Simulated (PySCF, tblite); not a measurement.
**C₆H₄BrF+ (doublet): geometry, infrared bands and EPR parameters**

What infrared bands and EPR parameters should C₆H₄BrF+ (doublet) (`FC1=CC=C(Br)[CH][CH+]1`) show?

Computed with tblite 0.8.0 and PySCF 2.14.0, with density-fitted response routines of our own, on a single molecule in the gas phase. Atoms count from 0, in the outputs and in this text.

## (1) The molecule as given

12 atoms, charge 1, multiplicity 2; geometry from: force field or distance geometry start.

Bonds of the start (Å): F0–C1 1.34, C1–C2 1.34, C2–C3 1.46, C3–C4 1.36, C4–Br5 1.86, C4–C6 1.45, C6–C7 1.44, C7–C1 1.46, C2–H8 1.09, C3–H9 1.07, C6–H10 1.08, C7–H11 1.09.

## (2) Geometry optimisation with GFN2-xTB

Job settings and geometry (Å):

```
{"job": {"kind": "relax", "xc": "GFN2-xTB", "basis": "xTB"}, "charge": 1, "multiplicity": 2}
F     -2.618700    -0.951400    -0.343500
C     -1.380800    -0.473400    -0.196300
C     -1.048400     0.778400    -0.524600
C      0.303000     1.298100    -0.365500
C      1.290100     0.519300     0.154900
Br     3.027300     1.133500     0.375900
C      0.985500    -0.846900     0.525300
C     -0.358700    -1.348500     0.363500
H     -1.804000     1.443900    -0.937200
H      0.482700     2.317400    -0.650300
H      1.747000    -1.500300     0.935700
H     -0.623900    -2.370700     0.636000
```

On the command line:

```console
$ OMP_NUM_THREADS=1 python probes_run.py task.json out
```

The driver reads the jobs from task.json and runs them one after another.

Standard output:

```text
step      E/eV     max force
  0    -630.06199    4.378
  1    -630.43275    1.775
  2    -630.50925    0.823
  3    -630.55036    0.564
  4    -630.56652    0.410
  5    -630.57567    0.270
  6    -630.57979    0.143
  7    -630.58145    0.117
  8    -630.58219    0.082
  9    -630.58259    0.043
 10    -630.58272    0.025
 11    -630.58277    0.024
 12    -630.58280    0.016
 13    -630.58284    0.014
 14    -630.58286    0.009
```

It took 0.08 s on 1 thread of Arm Neoverse V2, shared host.

Along the way:

```
step  energy from step 0 (eV)  largest force (eV/Å)
   0                   0.0000                4.3784
   1                  -0.3708                1.7754
   2                  -0.4473                0.8229
   3                  -0.4884                0.5640
   4                  -0.5045                0.4095
   5                  -0.5137                0.2699
   6                  -0.5178                0.1434
   7                  -0.5195                0.1171
   8                  -0.5202                0.0820
   9                  -0.5206                0.0432
  10                  -0.5207                0.0249
  11                  -0.5208                0.0239
  12                  -0.5208                0.0161
  13                  -0.5208                0.0144
  14                  -0.5209                0.0089
```

Distances of close pairs at the start and the end, largest changes first:

```
  bond  before (Å)  after (Å)  change (Å)
 C2–C3       1.457      1.371      -0.085
 C1–C2       1.336      1.409      +0.073
 C6–C7       1.444      1.371      -0.073
 C3–C4       1.361      1.413      +0.052
 C1–C7       1.457      1.409      -0.048
 C4–C6       1.448      1.413      -0.035
 F0–C1       1.335      1.306      -0.029
C4–Br5       1.856      1.872      +0.017
```

The final coordinates are the input of the step that follows.

## (3) Harmonic vibrations with GFN2-xTB

Job settings and geometry (Å):

```
{"job": {"kind": "ir", "xc": "GFN2-xTB", "basis": "xTB"}, "charge": 1, "multiplicity": 2}
F     -2.532334    -0.943423    -0.324816
C     -1.317455    -0.490442    -0.169571
C     -1.030286     0.838037    -0.541059
C      0.245958     1.311873    -0.377799
C      1.240653     0.461581     0.154885
Br     2.983317     1.110209     0.374075
C      0.943304    -0.869177     0.525040
C     -0.332575    -1.345153     0.364173
H     -1.817293     1.457923    -0.946147
H      0.496281     2.326056    -0.652388
H      1.719790    -1.501330     0.930760
H     -0.598160    -2.356839     0.636820
```

Standard output:

```text
mode    cm-1     km/mol
  1      86.8      3.62
  2     218.4      6.44
  3     247.6      1.81
  4     274.3      3.69
  5     341.9      0.00
  6     392.6      5.30
  7     458.2      1.46
  8     570.3      0.40
  9     580.6      0.38
 10     668.8      0.01
 11     775.1      0.01
 12     817.6      1.24
 13     839.0     88.67
 14     918.8      0.23
 15     920.0      0.88
 16     973.1      2.24
 17    1024.5      0.56
 18    1105.6     20.44
 19    1148.9     16.20
 20    1215.0      9.12
 21    1268.1     60.84
 22    1312.4     17.85
 23    1392.6      1.97
 24    1405.8    347.14
 25    1426.8     19.13
 26    1564.2     48.25
 27    3086.9      4.81
 28    3089.7      5.60
 29    3096.9     56.59
 30    3100.1     22.85
```

It took 0.29 s on 1 thread of Arm Neoverse V2, shared host.

The strongest bands and the atoms that carry them (share of the mass-weighted mode):

```
cm⁻¹  km/mol                                 atoms
 839    88.7  H10 16 %, H11 16 %, H9 16 %, H8 16 %
1106    20.4  H8 27 %, H11 26 %, H9 16 %, H10 15 %
1268    60.8   C1 28 %, H10 15 %, H9 15 %, F0 13 %
1406   347.1             C1 36 %, C6 11 %, C3 11 %
1427    19.1    C7 22 %, C2 22 %, C3 22 %, C6 22 %
1564    48.2    C2 25 %, C7 25 %, C3 19 %, C6 19 %
3097    56.6                    H10 45 %, H11 40 %
3100    22.9                      H9 44 %, H8 41 %
```

## (4) g tensor and hyperfine couplings: B3LYP/def2-TZVP-core+pcH-1

Settings changed since step 3:

```diff
@@ -1,2 +1,2 @@
-{"job": {"kind": "ir", "xc": "GFN2-xTB", "basis": "xTB"}, "charge": 1, "multiplicity": 2}
+{"job": {"kind": "epr", "basis": "pcH-1"}, "charge": 1, "multiplicity": 2}
 F     -2.532334    -0.943423    -0.324816
```

With the program's defaults for keys left out, this is: UKS B3LYP, def2-TZVP-core on Br, pcH-1 on C F H, non-relativistic, mean-field spin-orbit, GIAO.

Standard output:

```text
UKS, coarse grid
  cycle   1  E = -2904.68547860  |g| = 1.62e+00
  cycle   2  E = -2904.60835333  |g| = 8.56e-01
  cycle   3  E = -2904.67821011  |g| = 5.69e-01
  cycle   4  E = -2904.77519561  |g| = 1.42e-01
  cycle   5  E = -2904.77996975  |g| = 4.74e-02
  cycle   6  E = -2904.78106556  |g| = 1.62e-02
  cycle   7  E = -2904.78117863  |g| = 5.09e-03
  cycle   8  E = -2904.78118918  |g| = 1.46e-03
  cycle   9  E = -2904.78119080  |g| = 1.34e-03
  cycle  10  E = -2904.78119423  |g| = 3.58e-04
UKS, final grid
  cycle   1  E = -2904.78124548  |g| = 3.94e-04
  cycle   2  E = -2904.78124528  |g| = 7.81e-04
  cycle   3  E = -2904.78124556  |g| = 8.48e-05
  cycle   4  E = -2904.78124557  |g| = 6.11e-05
  cycle   5  E = -2904.78124557  |g| = 2.76e-05
E = -2904.78124557 Eh   <S^2> = 0.7570 (exact 0.7500)
g shifts (ppm)      1          2          3
  rmc          -232       -232       -232
  gc            -15         47         61
  oz_so       -1206      36821     121970
  total       -1452      36636     121800
hyperfine (MHz)  atom isotope    a_iso     a_fc   dipolar eigenvalues
    0   19F      77.27      76.54   -170.59   -163.49    334.08
    1   13C      19.94      19.99    -26.02    -25.69     51.71
    2   13C      -7.49      -7.07     -3.31     -2.64      5.95
    3   13C      -5.05      -4.48     -5.27     -4.27      9.54
    4   13C      24.99      21.33    -26.46    -25.72     52.18
    5  79Br      54.08       4.86   -246.48   -230.34    476.82
    6   13C      -5.06      -4.50     -5.26     -4.26      9.52
    7   13C      -7.47      -7.06     -3.32     -2.65      5.97
    8    1H      -3.50      -3.49     -2.76     -2.53      5.30
    9    1H      -5.00      -4.97     -3.10     -2.82      5.91
   10    1H      -4.99      -4.96     -3.09     -2.81      5.91
   11    1H      -3.51      -3.50     -2.77     -2.53      5.30
```

It took 2.7 min on 1 thread of Arm Neoverse V2, shared host; peak memory 1.3 GiB.

Principal g values 2.00087, 2.03895, 2.12412; g(iso) = 2.05465, against 2.00232 for a free electron.

Hyperfine couplings; where a row names several nuclei, a(iso) is their mean (it holds for fast rotation or exchange) and the dipolar term the largest among them:

```
 nuclei  isotope  a(iso) (MHz)  a(iso) (G, at g = 2.0023)  largest dipolar term (MHz)
     F0      19F          77.3                       27.6                       334.1
    Br5     79Br          54.1                       19.3                       476.8
     C4      13C          25.0                        8.9                        52.2
     C1      13C          19.9                        7.1                        51.7
 C2, C7      13C          -7.5                       -2.7                         6.0
 C3, C6      13C          -5.1                       -1.8                         9.5
H9, H10       1H          -5.0                       -1.8                         5.9
H8, H11       1H          -3.5                       -1.2                         5.3
```

Mulliken spin populations:

```
atom  value (e)
  F0       0.07
  C1       0.28
  C2       0.02
  C3       0.04
  C4       0.28
 Br5       0.27
  C6       0.04
  C7       0.02
  H8       0.00
  H9       0.00
 H10       0.00
 H11       0.00
```

In first order the couplings over 0.8 MHz of 19F, 79Br, 1H give 72 distinct lines over 91.5 G, if the averaged nuclei exchange fast.

Orbitals, density, ELF and potential are computed afterwards from the orbital file.

ELF in a plane through or near 12 of the atoms.

Ten even steps from '0' (0.00) to '9' (1.00):
```
0000000000000000000000000000
0000000000000000000000000000
0000000000000000000000000000
0000000005750001773000000000
0000000079995007999100000000
0000000079997118999100100000
0000000007984764994026752000
0000012201524879250178874000
0000037732873763873476885100
0000058475344015326736365100
0000058474354005347726365100
0000037732873764872477885100
0000012201526867250178874000
0000000007984764994026752000
0000000079997118999100100000
0000000079995007999100000000
0000000004750001773000000000
0000000000000000000000000000
0000000000000000000000000000
0000000000000000000000000000
```
The map spans 11.6 Å across and 9.5 Å up, centred on the molecule. Atoms in the plane (x, y in Å): F0 (-2.7, 0.0), C1 (-1.4, 0.0), C2 (-0.7, -1.2), C3 (0.6, -1.2), C4 (1.3, 0.0), Br5 (3.2, 0.0), C6 (0.6, 1.2), C7 (-0.7, 1.2), H8 (-1.3, -2.2), H9 (1.2, -2.2), H10 (1.2, 2.2), H11 (-1.3, 2.2).

log10 of the density (e/Å³) in the same plane.

Ten even steps from '0' (-4.0) to '9' (2.1):
```
0000000000000000000000000000
0000000000000000000000000000
0000000001121111111000000000
0000000122333223332100000000
0000000234554444554321110000
0000001245665556665332221100
0000012345676667765444433210
0000234445678779765455543210
0001345655676667765566654320
0002357876976556786679865321
0002357876876556786689765321
0001345655677667765566654320
0000234445689779765455543210
0000012345676667765444433210
0000001245665556665332221100
0000000234554444554321110000
0000000022333223332100000000
0000000001121111211000000000
0000000000000000000000000000
0000000000000000000000000000
```
The map spans 11.6 Å across and 9.5 Å up, centred on the molecule. Atoms in the plane (x, y in Å): F0 (-2.7, 0.0), C1 (-1.4, 0.0), C2 (-0.7, -1.2), C3 (0.6, -1.2), C4 (1.3, 0.0), Br5 (3.2, 0.0), C6 (0.6, 1.2), C7 (-0.7, 1.2), H8 (-1.3, -2.2), H9 (1.2, -2.2), H10 (1.2, 2.2), H11 (-1.3, 2.2).

On the surface of density 0.002 e/bohr³ the electrostatic potential runs, from the 1st to the 99th percentile, from 3.23 V near F0 to 5.30 V near H10.

The spin density lies nearest to Br5 27 %; C1, C4 about 22 % each; F0 8 %.

## (5) Results

```
                                 quantity                  value
strongest single infrared mode (GFN2-xTB)  1406 cm⁻¹, 347 km/mol
             zero-point energy (GFN2-xTB)          49.1 kcal/mol
                           g(iso) (B3LYP)                2.05465
                                     ⟨S²⟩     0.757 (exact 0.75)
       largest a(iso) (averaged by class)    19F on F0, 77.3 MHz
```

What this shows: Relaxing lowered the energy by 0.521 eV in 14 steps; the close pair that moved most is C2–C3, from 1.457 to 1.371 Å. All 30 modes are real, so the xTB geometry is a minimum. The strongest single mode, at 1406 cm⁻¹, has its largest shares on C1, C6 and C3 (the list is cut at 3 atoms). GFN2-xTB is a fitted tight-binding method: band positions and strengths are rough. Its intensities can rank the bands wrongly. The largest spin populations lie on C4 (0.28 e), C1 (0.28 e), Br5 (0.27 e). The isotropic g lies 52.3 ppt above the free-electron value. The hyperfine terms hold no scalar relativity, which the heavier nuclei need.
